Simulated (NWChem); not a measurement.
# AlBrF (SMILES [F][Al][Br]): UB3LYP/def2-SVP

Aim: the vertical ionisation energy of AlBrF at UB3LYP/def2-SVP, from 2 runs. 

Program for the calculation: NWChem 7.3.0.

## Step 1: The system as given

AlBrF has 3 atoms, charge 0, and is taken as a doublet. As SMILES, `[F][Al][Br]`. The coordinates come from a PBE0-D4/def2-TZVP relaxation.

Bond lengths: F1–Al2 1.648 Å, Al2–Br3 2.266 Å. Angles: F1–Al2–Br3 118.9°.

## Step 2: The energy at UB3LYP/def2-SVP

input.nw reads:

```
start input
memory total 2200 mb

geometry noautosym nocenter noautoz
F     -1.120000     1.016600    -0.510500
Al    -0.440000    -0.468200    -0.288800
Br     1.549000    -0.613200     0.786200
end

basis "ao basis" spherical bse
F library def2-SVP
Al library def2-SVP
Br library def2-SVP
end

dft
xc b3lyp
mult 2
grid fine
convergence energy 1e-08
maxiter 100
mulliken
noprint "final vectors analysis"
end

task dft energy
```

Launch:

```
$ nwchem input.nw > input.out
```

Log:

```text
[...]
          Wavefunction type:  spin polarized.
          No. of atoms     :     3
          No. of electrons :    57
[...]
          Charge           :     0
          Spin multiplicity:     2
[...]
          AO basis - number of functions:    64
[...]
              XC Information
              --------------
                         B3LYP Method XC Potential
                     Hartree-Fock (Exact) Exchange  0.200
                        Slater Exchange Functional  0.800 local
                    Becke 1988 Exchange Functional  0.720 non-local
              Lee-Yang-Parr Correlation Functional  0.810
                  VWN I RPA Correlation Functional  0.190 local
[...]
 d= 0,ls=0.0,diis     1  -2916.0224155883 -3.11D+03  1.25D-02  1.67D-01     0.6
[...]
 d= 0,ls=0.0,diis    10  -2916.1029667758 -8.86D-09  1.48D-06  1.63D-09     4.4
[...]
         Total DFT energy =    -2916.102966775781
      One electron energy =    -4443.869406034810
           Coulomb energy =     1455.260471814399
    Exchange-Corr. energy =     -120.574964060008
 Nuclear repulsion energy =      193.080931504638
[...]
      Total Density - Mulliken Population Analysis
     ---------------------------------------------
    Atom       Charge   Shell Charges
 -----------   ------   -------------------------------------------------------
    1 F    9     9.38   1.99  1.12  0.80  3.35  2.11  0.00
    2 Al  13    12.36   2.00  1.98  0.95  0.22  5.92  0.68  0.38  0.23
    3 Br  35    35.26   2.00  2.00  1.99  1.46  0.49  6.00  5.98  2.38  2.95  8.19  1.75  0.08
[...]
      <S2> =      0.7514 (Exact =     0.7500)
[...]
```

Run time: 5.1 s. Hardware: 1 thread of AMD EPYC 9R45 (Zen 5), shared host; peak memory 0.11 GiB.

## Step 3: The singlet cation

run.xyz reads:

```xyz
3

F     -1.120000     1.016600    -0.510500
Al    -0.440000    -0.468200    -0.288800
Br     1.549000    -0.613200     0.786200
```

run.nw reads:

```
echo
start run
memory 2200 mb
charge 1

geometry units angstrom noautosym nocenter noautoz
load run.xyz
end

basis "ao basis" spherical bse
* library def2-SVP
end

dft
xc b3lyp
grid fine
convergence energy 1e-08
maxiter 100
mulliken
noprint "final vectors analysis"
end

task dft energy
```

Launch:

```
$ nwchem run.nw > run.out
```

Log:

```text
[...]
          Wavefunction type:  closed shell.
          No. of atoms     :     3
          No. of electrons :    56
[...]
          Charge           :     1
          Spin multiplicity:     1
[...]
          AO basis - number of functions:    64
[...]
              XC Information
              --------------
                         B3LYP Method XC Potential
                     Hartree-Fock (Exact) Exchange  0.200
                        Slater Exchange Functional  0.800 local
                    Becke 1988 Exchange Functional  0.720 non-local
              Lee-Yang-Parr Correlation Functional  0.810
                  VWN I RPA Correlation Functional  0.190 local
[...]
 d= 0,ls=0.0,diis     1  -2915.3543021493 -3.11D+03  6.12D-02  7.61D+00     0.5
[...]
 d= 0,ls=0.0,diis    12  -2915.7734589596 -4.59D-09  1.14D-06  5.53D-10     4.0
         Total DFT energy =    -2915.773458959643
      One electron energy =    -4429.268193226742
           Coulomb energy =     1440.664524807527
    Exchange-Corr. energy =     -120.250722045065
 Nuclear repulsion energy =      193.080931504638
[...]
      Total Density - Mulliken Population Analysis
     ---------------------------------------------
    Atom       Charge   Shell Charges
 -----------   ------   -------------------------------------------------------
    1 F    9     9.27   1.99  1.14  0.80  3.32  2.01  0.00
    2 Al  13    11.81   2.00  1.98  0.84 -0.04  5.92  0.63  0.24  0.23
    3 Br  35    34.92   2.00  2.00  1.99  1.51  0.45  6.00  5.97  2.34  2.63  8.19  1.75  0.08
[...]
```

It took 4.8 s on 1 thread of AMD EPYC 9R45 (Zen 5), shared host; peak memory 0.11 GiB.

## Step 4: Outcome

Level: UB3LYP/def2-SVP.

```
                                          quantity           value
                       doublet AlBrF: total energy  -2916.10297 Eh
                      doublet AlBrF: dipole moment          1.62 D
                               doublet AlBrF: ⟨S²⟩           0.751
                      singlet cation: total energy  -2915.77346 Eh
vertical ionisation energy (to the singlet cation)        8.966 eV
```

What this shows: The vertical ionisation energy comes to 8.97 eV (207 kcal/mol). Only the singlet of the ionised species was computed; a triplet could lie lower. Mulliken charges (singlet cation) run from -0.27 on F1 to +1.19 on Al2.
